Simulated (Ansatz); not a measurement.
Debugging vertical and adiabatic energies of changing the electron count of F2Ga, SMILES [F][Ga][F] (Ansatz 0.2.0, Python API).

Input file `f2ga.xyz`:
```text
3

F    -1.22230    0.43540   -0.63010
Ga    0.13260    0.35670    0.11420
F     1.07880   -0.85700    0.50260
```

`adiabatic_f2ga.py`:
```python
"""Vertical and adiabatic ionisation of F2Ga."""

import warnings

import ansatz as az
import numpy as np


def main() -> None:
    warnings.simplefilter("ignore", az.DeckWarning)

    molecule = az.Crystal.molecule_from_extxyz("f2ga.xyz")

    calculation = (
        molecule.calculation()
        .basis(gaussian="def2-SVP")  # the orbital basis, by name
        .functional("b3lyp")
        .spin("collinear", total=1)
        .stress()  # positive in compression
    )
    symbols = [site.symbol for site in molecule.cartesian_sites]
    start = np.array([site.position_ang for site in molecule.cartesian_sites], dtype=float)
    report = calculation.relax(force_tolerance=0.01, max_steps=30).run(threads=1, backend="cpu").report
    end = np.array(report["positions_ang"])

    minimum = az.Crystal.molecule()
    for symbol, place in zip(symbols, end):
        minimum = minimum.atom(symbol, place.tolist())
    ion = (
        minimum.calculation()
        .basis(gaussian="def2-SVP")  # atom-centred Gaussian functions
        .functional("b3lyp")
        .stress()
        .charge(1)
    )
    vertical = ion.run(threads=1, backend="cpu").report
    settled = ion.relax(force_tolerance=0.01, max_steps=80).run(threads=1, backend="cpu").report
    print(f"vertical ionisation energy   {vertical['free_energy_ev'] - report['free_energy_ev']:.3f} eV")
    print(f"adiabatic, no zero point     {settled['free_energy_ev'] - report['free_energy_ev']:.3f} eV")
    print(f"relaxation energy of the ion {vertical['free_energy_ev'] - settled['free_energy_ev']:.3f} eV")
    ionised = np.array(settled["positions_ang"])
    print("final positions (A) and the move of each atom")
    for symbol, xyz, old in zip(symbols, ionised, end):
        print(f"{symbol:2s} {xyz[0]:10.5f} {xyz[1]:10.5f} {xyz[2]:10.5f}   {np.linalg.norm(xyz - old):7.4f}")


if __name__ == "__main__":
    main()
```

`python adiabatic_f2ga.py` gives:
```text
Traceback (most recent call last):
  File "adiabatic_f2ga.py", line 48, in <module>
    main()
    ~~~~^^
  File "adiabatic_f2ga.py", line 23, in main
    report = calculation.relax(force_tolerance=0.01, max_steps=30).run(threads=1, backend="cpu").report
             ~~~~~~~~~~~~~~~~~~~~~~~~~~~~~~~~~~~~~~~~~~~~~~~~~~~~~~~~~^^^^^^^^^^^^^^^^^^^^^^^^^^
  ...
ansatz.RefusalError: invalid value for `basis.gaussian`: such a run doesn't read output.stress; remove what it names
```
(Library frames cut from the traceback.)

What is wrong, and how is it mended?

The fault: a molecule has no stress. The change:

```diff
--- before
+++ after
@@ -18,3 +18,2 @@
         .spin("collinear", total=1)
-        .stress()  # positive in compression
     )
@@ -22,3 +21,3 @@
     start = np.array([site.position_ang for site in molecule.cartesian_sites], dtype=float)
-    report = calculation.relax(force_tolerance=0.01, max_steps=30).run(threads=1, backend="cpu").report
+    report = calculation.relax(force_tolerance=0.01).run(threads=1, backend="cpu").report
     end = np.array(report["positions_ang"])
@@ -32,3 +31,2 @@
         .functional("b3lyp")
-        .stress()
         .charge(1)
```

The mended script runs so:

Running `python adiabatic_f2ga.py` prints:
```text
vertical ionisation energy   10.435 eV
adiabatic, no zero point     9.361 eV
relaxation energy of the ion 1.074 eV
final positions (A) and the move of each atom
F    -1.35305    0.73074   -0.66930    0.3523
Ga   -0.00309   -0.02025   -0.00397    0.6121
F     1.34524   -0.77539    0.65997    0.3523
```

Caveats:
- The energies are electronic: no zero-point or thermal terms, and the basis set is short of its limit. The product may relax into another structure. The relaxation finds the nearest minimum, so the adiabatic value is an upper bound.
- The species is open-shell (spin multiplicity 2).
- b3lyp holds the VWN-RPA fit, as in Gaussian; the form of ORCA and Turbomole is b3lyp5.
- Only the spin states typed were run; another state of an ion can lie lower, by up to an eV or two.
- Finished in 27 s on 1 thread of Arm Neoverse V1, on a shared host, peak memory 0.22 GiB.
